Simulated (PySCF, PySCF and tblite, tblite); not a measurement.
# C₄H₁₀BFN₂: a path driven as rotation about a bond, and NMR exchange, part 1 of 2

Aim: the barrier and rate of rotation about a bond in C₄H₁₀BFN₂ (`C=C(B(N)N)[C@H](C)F`), and what it does to NMR lines.

Computed with tblite 0.8.0 (tight binding) and PySCF 2.14.0 (DFT, with response routines of our own); each step states its level. Atoms count from 0 throughout.

## 1. The molecule as given

18 atoms, charge 0, multiplicity 1; geometry from: force field or distance geometry start.

Bonds of the start (Å): B2–N3 1.51, B2–N4 1.52, C0–C1 1.33, C0–H8 1.08, C0–H9 1.10, C1–B2 1.61, C1–C5 1.52, C5–C6 1.52, C5–F7 1.38, C5–H14 1.10, C6–H15 1.10, C6–H16 1.11, C6–H17 1.12, N3–H10 1.04, N3–H11 1.06, N4–H12 1.04, N4–H13 1.05.

## 2. GFN2-xTB relaxation, start minimum

The job: settings as JSON, then the geometry in Å.

```
{"job": {"xc": "GFN2-xTB", "basis": "xTB", "kind": "relax"}, "charge": 0, "multiplicity": 1}
C     -0.443800     1.787000     0.492500
C     -0.151900     0.489100     0.384500
B      1.380500     0.035800     0.223300
N      1.747600    -1.428000     0.108600
N      2.474000     1.088700     0.159600
C     -1.261800    -0.549000     0.364100
C     -1.841400    -0.672900    -1.041000
F     -2.256200    -0.196900     1.259200
H      0.319000     2.555500     0.496600
H     -1.489000     2.115300     0.577600
H      1.204800    -1.851500    -0.676600
H      1.438400    -1.909300     0.999500
H      2.332800     1.622500    -0.727100
H      3.392800     0.590400     0.061300
H     -0.877800    -1.532500     0.684100
H     -1.055300    -0.978300    -1.745300
H     -2.280300     0.294000    -1.360500
H     -2.641300    -1.453800    -1.040700
```

Started as:

```bash
$ OMP_NUM_THREADS=1 python ens_run.py task.json out
```

The driver reads the study from task.json and runs its stages one after another.

The program printed:

```text
step      E/eV     max force
  0    -692.18666    2.884
  1    -692.43859    2.128
  2    -692.60367    1.146
  3    -692.65368    0.826
  4    -692.72172    1.025
  5    -692.76527    0.820
  6    -692.82777    0.953
  7    -692.87156    0.677
  8    -692.90283    0.488
  9    -692.91468    0.660
 10    -692.93047    0.409
 11    -692.94632    0.360
 12    -692.97826    0.446
 13    -692.99961    0.419
 14    -693.02193    0.281
 15    -693.03373    0.337
 16    -693.04091    0.287
 17    -693.04485    0.165
 18    -693.04773    0.105
 19    -693.05032    0.176
 20    -693.05163    0.140
 21    -693.05371    0.102
 22    -693.05502    0.120
 23    -693.05663    0.169
 24    -693.05944    0.241
 25    -693.06542    0.280
 26    -693.07588    0.444
 27    -693.09101    0.546
 28    -693.12912    0.634
 29    -693.15649    0.482
 30    -693.15105    1.655
 31    -693.21703    0.572
 32    -693.25373    0.414
 33    -693.31665    1.442
 34    -693.35531    0.475
 35    -693.39291    0.540
 36    -693.44493    1.317
 37    -693.49448    0.363
 38    -693.53000    0.514
 39    -693.54930    0.604
 40    -693.56232    0.244
 41    -693.57305    0.271
 42    -693.58497    0.207
 43    -693.58901    0.253
 44    -693.59407    0.160
 45    -693.59748    0.126
 46    -693.60061    0.140
 47    -693.60372    0.138
 48    -693.60622    0.121
 49    -693.60824    0.107
 50    -693.60993    0.096
 51    -693.61160    0.084
 52    -693.61325    0.101
 53    -693.61457    0.074
 54    -693.61561    0.073
 55    -693.61652    0.086
 56    -693.61722    0.061
 57    -693.61776    0.061
 58    -693.61825    0.052
 59    -693.61878    0.051
 60    -693.61934    0.062
 61    -693.61986    0.058
 62    -693.62033    0.057
 63    -693.62087    0.062
 64    -693.62154    0.064
 65    -693.62221    0.057
 66    -693.62275    0.047
 67    -693.62323    0.049
 68    -693.62374    0.046
 69    -693.62429    0.065
 70    -693.62478    0.051
 71    -693.62512    0.041
 72    -693.62538    0.037
 73    -693.62561    0.035
 74    -693.62580    0.047
 75    -693.62596    0.034
 76    -693.62614    0.034
 77    -693.62635    0.035
 78    -693.62658    0.033
 79    -693.62677    0.032
 80    -693.62695    0.037
 81    -693.62718    0.043
 82    -693.62756    0.070
 83    -693.62816    0.087
 84    -693.62903    0.088
 85    -693.63012    0.110
 86    -693.63133    0.110
 87    -693.63253    0.083
 88    -693.63367    0.086
 89    -693.63462    0.072
 90    -693.63547    0.072
 91    -693.63648    0.082
 92    -693.63761    0.072
 93    -693.63860    0.065
 94    -693.63928    0.045
 95    -693.63941    0.096
 96    -693.63988    0.060
 97    -693.64016    0.038
 98    -693.64045    0.039
 99    -693.64067    0.037
100    -693.64087    0.030
101    -693.64105    0.026
102    -693.64119    0.023
103    -693.64127    0.018
104    -693.64131    0.016
105    -693.64136    0.014
106    -693.64142    0.019
107    -693.64148    0.024
108    -693.64154    0.021
109    -693.64159    0.015
110    -693.64164    0.013
111    -693.64168    0.017
112    -693.64173    0.017
113    -693.64177    0.017
114    -693.64181    0.015
115    -693.64185    0.016
116    -693.64189    0.017
117    -693.64193    0.018
118    -693.64199    0.019
119    -693.64205    0.017
120    -693.64211    0.015
121    -693.64215    0.013
122    -693.64218    0.011
123    -693.64221    0.015
124    -693.64226    0.020
125    -693.64231    0.021
126    -693.64237    0.016
127    -693.64242    0.016
128    -693.64248    0.024
129    -693.64255    0.030
130    -693.64265    0.030
131    -693.64277    0.023
132    -693.64288    0.023
133    -693.64298    0.020
134    -693.64306    0.016
135    -693.64311    0.015
136    -693.64316    0.013
137    -693.64319    0.014
138    -693.64323    0.013
139    -693.64326    0.010
140    -693.64329    0.012
141    -693.64333    0.013
142    -693.64336    0.014
143    -693.64338    0.013
144    -693.64341    0.011
145    -693.64345    0.015
146    -693.64350    0.017
147    -693.64354    0.015
148    -693.64358    0.014
149    -693.64362    0.015
150    -693.64367    0.016
151    -693.64373    0.016
152    -693.64380    0.020
153    -693.64387    0.019
154    -693.64394    0.018
155    -693.64400    0.016
156    -693.64406    0.018
157    -693.64410    0.017
158    -693.64412    0.011
159    -693.64416    0.012
160    -693.64419    0.014
161    -693.64424    0.018
162    -693.64428    0.016
163    -693.64432    0.013
164    -693.64435    0.014
165    -693.64439    0.015
166    -693.64444    0.018
167    -693.64450    0.020
168    -693.64455    0.022
169    -693.64460    0.018
170    -693.64464    0.013
171    -693.64467    0.013
172    -693.64470    0.012
173    -693.64474    0.016
174    -693.64476    0.017
175    -693.64479    0.016
176    -693.64483    0.016
177    -693.64487    0.020
178    -693.64491    0.014
179    -693.64494    0.010
180    -693.64496    0.010
181    -693.64498    0.009
182    -693.64500    0.009
183    -693.64500    0.007
184    -693.64501    0.007
185    -693.64502    0.009
186    -693.64503    0.007
187    -693.64503    0.006
188    -693.64503    0.004
189    -693.64504    0.004
190    -693.64504    0.004
191    -693.64504    0.005
192    -693.64505    0.004
193    -693.64505    0.003
```

Wall time 1.7 s (1 thread of Arm Neoverse N1, shared host).

Relaxing gained 1.458 eV and moved the atoms by 0.62 Å on average (rms).

## 3. Relaxed scan, rotation

The job: settings as JSON, then the geometry in Å.

```
{"job": {"xc": "GFN2-xTB", "basis": "xTB", "coordinate": [["t", [1, 2, 3, 10], 0.25], ["t", [1, 2, 3, 11], 0.25], ["t", [4, 2, 3, 10], 0.25], ["t", [4, 2, 3, 11], 0.25]], "kind": "drive"}, "charge": 0, "multiplicity": 1}
C     -0.353904     1.747994     0.962231
C     -0.191231     0.517034     0.492209
B      1.217511    -0.058874     0.057115
N      1.572262    -1.390466     0.332341
N      2.112723     0.775166    -0.627368
C     -1.378783    -0.397513     0.329088
C     -1.654993    -0.691893    -1.141739
F     -2.529667     0.144870     0.886995
H      0.483589     2.414234     1.085618
H     -1.315885     2.132709     1.262862
H      2.472915    -1.771986     0.103164
H      1.007958    -2.018461     0.873382
H      1.895559     1.724824    -0.865484
H      3.029473     0.489164    -0.921848
H     -1.215144    -1.335325     0.878902
H     -0.786807    -1.172615    -1.581568
H     -1.852440     0.239155    -1.667693
H     -2.521896    -1.341699    -1.238377
```

The program printed:

```text
point  coordinate     E/eV
  0     13.400     -693.61113
  1     27.900     -693.51350
  2     42.600     -693.36475
  3     57.800     -693.20912
  4     73.300     -693.08924
  5     89.100     -693.04713
  6    104.800     -693.09305
  7    120.300     -693.21283
  8    135.400     -693.36834
  9    150.200     -693.51171
 10    164.700     -693.60919
 11    179.000     -693.64251
```

Wall time 2.6 s (1 thread of Arm Neoverse N1, shared host).

The highest point is number 5, 13.0 kcal/mol above the first.

## 4. Nudged elastic band, leg 1

The job, as its differences from that of step 3:

```diff
@@ -1,2 +1,2 @@
-{"job": {"xc": "GFN2-xTB", "basis": "xTB", "coordinate": [["t", [1, 2, 3, 10], 0.25], ["t", [1, 2, 3, 11], 0.25], ["t", [4, 2, 3, 10], 0.25], ["t", [4, 2, 3, 11], 0.25]], "kind": "drive"}, "charge": 0, "multiplicity": 1}
+{"job": {"xc": "GFN2-xTB", "basis": "xTB", "kind": "neb"}, "charge": 0, "multiplicity": 1}
 C     -0.353904     1.747994     0.962231
```

The program printed:

```text
image   E - E0 / eV
  0       0.0000
  1       0.1355
  2       0.4443
  3       0.5964
  4       0.3937
  5       0.0929
  6       0.0001
```

Run time: 2.6 s. Hardware: 1 thread of Arm Neoverse N1, shared host; peak memory 0.19 GiB.

The highest point is number 3, 13.8 kcal/mol above the first.

## 5. Saddle search, leg 1

The job: settings as JSON, then the geometry in Å.

```
{"job": {"xc": "GFN2-xTB", "basis": "xTB", "kind": "saddle"}, "charge": 0, "multiplicity": 1}
C     -0.340374     1.786408     0.990970
C     -0.206969     0.547165     0.531813
B      1.176549    -0.087311     0.110096
N      1.476954    -1.476674     0.495362
N      2.075485     0.682454    -0.621116
C     -1.399340    -0.365769     0.411133
C     -1.705916    -0.683194    -1.049615
F     -2.537096     0.188402     0.982772
H      0.507598     2.443092     1.095436
H     -1.291587     2.184654     1.309012
H      2.293709    -1.555142     1.086027
H      1.621699    -2.098738    -0.288346
H      1.885338     1.631305    -0.895734
H      2.982716     0.363519    -0.920531
H     -1.203088    -1.289935     0.969732
H     -0.845964    -1.168698    -1.499632
H     -1.919803     0.237490    -1.588975
H     -2.569913    -1.339026    -1.118406
```

The program printed:

```text
step      E/eV     max force
  0    -693.04868   0.0265
  1    -693.05393   0.0550
  2    -693.05104   0.0166
  3    -693.05368   0.0282
  4    -693.05571   0.0367
  5    -693.05756   0.0339
  6    -693.05950   0.0260
  7    -693.06071   0.0622
  8    -693.06030   0.0085
  9    -693.06095   0.0225
 10    -693.06137   0.0199
 11    -693.06160   0.0124
 12    -693.06163   0.0046
 13    -693.06163   0.0014
lowest wavenumbers (cm-1): -433.4 31.0 47.9 143.7 182.2 197.9
```

Wall time 7.5 s (1 thread of Arm Neoverse N1, shared host); peak memory 0.19 GiB.

Point group C1; 1 imaginary mode, 433i cm⁻¹, carried by H11, H10. Steps downhill from it reached both ends.

## 6. Saddle search, other pyramid

The job: settings as JSON, then the geometry in Å.

```
{"job": {"xc": "GFN2-xTB", "basis": "xTB", "kind": "saddle"}, "charge": 0, "multiplicity": 1}
C     -0.376911     1.846312     0.769852
C     -0.195609     0.566354     0.456783
B      1.203425    -0.067689     0.094883
N      1.396750    -1.521140     0.252258
N      2.232738     0.749338    -0.361729
C     -1.365806    -0.384057     0.460962
C     -1.790578    -0.749103    -0.957285
F     -2.464360     0.157881     1.117161
H      0.439819     2.549075     0.790545
H     -1.342984     2.239645     1.045215
H      0.758064    -2.068135    -0.309518
H      1.292192    -1.842022     1.205439
H      2.135510     1.742393    -0.486899
H      3.154281     0.416191    -0.593697
H     -1.097074    -1.287403     1.021389
H     -0.968669    -1.250728    -1.457127
H     -2.052216     0.152315    -1.507153
H     -2.654741    -1.408558    -0.928961
```

The program printed:

```text
step      E/eV     max force
  0    -693.02128   0.3664
  1    -693.05371   0.1509
  2    -693.06493   0.1060
  3    -693.06752   0.0908
  4    -693.06835   0.0816
  5    -693.06813   0.1676
  6    -693.06882   0.0089
  7    -693.06890   0.0093
  8    -693.06891   0.0010
lowest wavenumbers (cm-1): -387.2 39.6 56.4 136.7 174.2 194.4
```

Run time: 4.7 s. Hardware: 1 thread of Arm Neoverse N1, shared host; peak memory 0.19 GiB.

Point group C1; 1 imaginary mode, 387i cm⁻¹, carried by H10, H11. Steps downhill from it reached both ends.

(Continued in part 2 of 2.)
